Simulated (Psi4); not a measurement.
**CBrCl2F (bromodichlorofluoromethane) at CCSD(T)/cc-pVDZ**

What is the energy change on altering one bond length of CBrCl2F (bromodichlorofluoromethane) at CCSD(T)/cc-pVDZ? 

The calculation is run with Psi4 1.11.

## (1) The system as given

The species is CBrCl2F (5 atoms), meant as a singlet with charge 0. As SMILES, `FC(Cl)(Cl)Br`. The shape is that of a PBE0-D4/def2-TZVP optimisation.

Bond lengths: F1–C2 1.332 Å, C2–Cl3 1.756 Å, C2–Cl4 1.756 Å, C2–Br5 1.940 Å. Angles: F1–C2–Cl3 108.7°, F1–C2–Cl4 108.7°, F1–C2–Br5 108.1°, Cl3–C2–Cl4 110.6°, Cl3–C2–Br5 110.4°, Cl4–C2–Br5 110.4°.

## (2) The energy at CCSD(T)/cc-pVDZ

run.py reads:

```python
import psi4

psi4.set_memory(1600000000)
psi4.set_num_threads(1)
psi4.core.set_output_file('output.dat', False)

geom = psi4.geometry("""
0 1
F
C 1 1.331882
Cl 2 1.75612 1 108.66994
Cl 2 1.756097 1 108.67092 3 120.4405
Br 2 1.940297 1 108.06923 4 119.78455
symmetry c1
no_reorient
no_com
""")

options = {'puream': True, 'e_convergence': 1e-09, 'd_convergence': 1e-08, 'scf_type': 'pk', 'num_frozen_docc': 21}
psi4.set_options(options)

result = psi4.energy("ccsd(t)/cc-pVDZ")
print(f'total energy {result:.8f} hartree = {result * 27.211386:.5f} eV')
```

Command:

```bash
python run.py
```

output.dat:

```text
[...]
  Running in c1 symmetry.
[...]
  Nuclear repulsion =  527.145359718265581
[...]
  Multiplicity = 1
[...]
  Nalpha       = 42
  Nbeta        = 42
[...]
    Number of basis functions: 91
[...]
   @RHF iter   1: -3628.41795904635410   -1.48925e+00   8.04238e-03 ADIIS/DIIS
[...]
   @RHF iter  12: -3628.66340802773584    3.63798e-12   4.76315e-09 DIIS
[...]
    Orbital Energies [Eh]
    ---------------------
    Doubly Occupied:
       1A   -490.106295     2A   -104.872606     3A   -104.872597
       4A    -65.242712     5A    -58.599729     6A    -58.598066
       7A    -58.598048     8A    -26.366256     9A    -11.516064
      10A    -10.601045    11A    -10.601013    12A     -9.891549
      13A     -8.068569    14A     -8.068559    15A     -8.064591
      16A     -8.064582    17A     -8.064578    18A     -8.064569
      19A     -7.505369    20A     -7.495180    21A     -7.495126
      22A     -3.242613    23A     -3.237595    24A     -3.237545
      25A     -3.225598    26A     -3.225593    27A     -1.700057
      28A     -1.231564    29A     -1.137244    30A     -1.063706
      31A     -0.894374    32A     -0.764359    33A     -0.760878
      34A     -0.733880    35A     -0.597459    36A     -0.589014
[...]
  @RHF Final Energy: -3628.66340802773584
   => Energetics <=
    Nuclear Repulsion Energy =            527.1453597182655813
    One-Electron Energy =               -6093.1100085964171740
    Two-Electron Energy =                1937.3012408504157520
    Total Energy =                      -3628.6634080277362955
[...]
 Multipole Moments:
 ------------------------------------------------------------------------------------
     Multipole            Electronic (a.u.)      Nuclear  (a.u.)        Total (a.u.)
 ------------------------------------------------------------------------------------
 L = 1.  Multiply by 2.5417464519 to convert [e a0] to [Debye]
 Dipole X            :         -7.4794663            7.4333094           -0.0461569
 Dipole Y            :          4.2795094           -4.2530227            0.0264867
 Dipole Z            :          1.2377909           -1.0135572            0.2242337
 Magnitude           :                                                    0.2304621
[...]
      * MP2 total energy                      = -3629.390488684138745
[...]
      * CCSD total energy                     = -3629.419898631334945
[...]
      * CCSD(T) total energy                  = -3629.440303085985761
```

On the terminal:

```text
total energy -3629.44030309 hartree = -98762.10105 eV
```

Run time: 2 min. Hardware: 1 thread of AMD EPYC 7R43 (Zen 3), shared host; peak memory 0.54 GiB.

## (3) The distorted shape at the same level

cbrcl2f.inp reads:

```
memory 1600 mb

molecule geom {
  0 1
  F     -1.01733595    -2.50662533     3.69299161
  C     -0.75617580    -2.71714082     1.19855313
  Cl     1.63017035    -4.93416751     0.56360515
  Cl    -3.64764574    -3.71000292    -0.09231879
  Br     0.91462744     3.20346373    -1.19166129
  units au
  symmetry c1
  no_reorient
  no_com
}

set puream true
set e_convergence 1e-09
set d_convergence 1e-08
set scf_type pk
set num_frozen_docc 21

e = energy("ccsd(t)/cc-pVDZ")
print_variables()
```

Command:

```bash
psi4 -n 1 cbrcl2f.inp cbrcl2f.out
```

cbrcl2f.out:

```text
[...]
  Running in c1 symmetry.
[...]
  Nuclear repulsion =  414.951965466621914
[...]
  Multiplicity = 1
[...]
  Nalpha       = 42
  Nbeta        = 42
[...]
    Number of basis functions: 91
[...]
   @RHF iter   1: -3628.09045209749911   -1.79688e+00   9.10870e-03 DIIS/ADIIS
[...]
   @RHF iter  17: -3628.50778281261546   -8.64020e-12   6.39877e-09 DIIS
[...]
    Orbital Energies [Eh]
    ---------------------
    Doubly Occupied:
       1A   -490.044990     2A   -104.932859     3A   -104.932852
       4A    -65.178378     5A    -58.535792     6A    -58.534058
       7A    -58.534058     8A    -26.430252     9A    -11.583467
      10A    -10.659219    11A    -10.659183    12A     -9.821215
      13A     -8.126637    14A     -8.126630    15A     -8.122654
      16A     -8.122647    17A     -8.122386    18A     -8.122379
      19A     -7.433806    20A     -7.424962    21A     -7.424958
      22A     -3.170268    23A     -3.166691    24A     -3.166687
      25A     -3.155941    26A     -3.155941    27A     -1.750280
      28A     -1.264478    29A     -1.182616    30A     -0.949954
      31A     -0.927918    32A     -0.813195    33A     -0.796657
      34A     -0.769532    35A     -0.632145    36A     -0.593948
[...]
  @RHF Final Energy: -3628.50778281261546
   => Energetics <=
    Nuclear Repulsion Energy =            414.9519654666219139
    One-Electron Energy =               -5868.7609892656491866
    Two-Electron Energy =                1825.3012409864118126
    Total Energy =                      -3628.5077828126154600
[...]
 Multipole Moments:
 ------------------------------------------------------------------------------------
     Multipole            Electronic (a.u.)      Nuclear  (a.u.)        Total (a.u.)
 ------------------------------------------------------------------------------------
 L = 1.  Multiply by 2.5417464519 to convert [e a0] to [Debye]
 Dipole X            :         15.4109414          -15.9781996           -0.5672582
 Dipole Y            :         71.4949026          -73.6921396           -2.1972370
 Dipole Z            :         -6.2699276            6.7319662            0.4620387
 Magnitude           :                                                    2.3158394
[...]
      * MP2 total energy                      = -3629.276485705015148
[...]
      * CCSD total energy                     = -3629.307177320526080
[...]
      * CCSD(T) total energy                  = -3629.355477957914900
[...]
```

Run time: 1.9 min. Hardware: 1 thread of AMD EPYC 7R43 (Zen 3), shared host; peak memory 0.54 GiB.

## (4) Results

Level: CCSD(T)/cc-pVDZ, 21 core orbitals frozen.

| quantity | value |
| --- | --- |
| first shape: total energy | -3629.44030 Eh |
| first shape: HOMO energy (Hartree–Fock orbitals) | -11.82 eV |
| first shape: LUMO energy (Hartree–Fock orbitals) | 2.41 eV |
| first shape: HOMO–LUMO gap (Hartree–Fock orbitals) | 14.22 eV |
| first shape: correlation energy (21 core orbitals frozen) | -776.9 mEh |
| first shape: (T) correction | -20.40 mEh |
| first shape: T1 diagnostic | 0.009 |
| distorted shape: total energy | -3629.35548 Eh |
| distorted shape: HOMO energy (Hartree–Fock orbitals) | -9.24 eV |
| distorted shape: LUMO energy (Hartree–Fock orbitals) | -3.36 eV |
| distorted shape: HOMO–LUMO gap (Hartree–Fock orbitals) | 5.88 eV |
| distorted shape: correlation energy (21 core orbitals frozen) | -847.7 mEh |
| distorted shape: (T) correction | -48.30 mEh |
| distorted shape: T1 diagnostic | 0.033 |
| energy change with the C2–Br5 bond stretched from 1.940 to 3.493 Å | 2.308 eV |

In words: One bond (distorted shape) is far stretched, which a spin-restricted single reference describes badly; perturbation theory on it can break down and give far too much correlation. With the C2–Br5 bond stretched from 1.940 to 3.493 Å the energy rises by 2.31 eV (223 kJ/mol). The first shape isn't relaxed at this level, so the change isn't measured from a minimum. A restricted reference can't describe the breaking bond well at this length. The triples (first shape) make up 2.6 % of the correlation energy. The T1 diagnostic (distorted shape) of 0.033 is above the customary mark for such species, so a single reference may not serve. The triples (distorted shape) make up 5.7 % of the correlation energy.
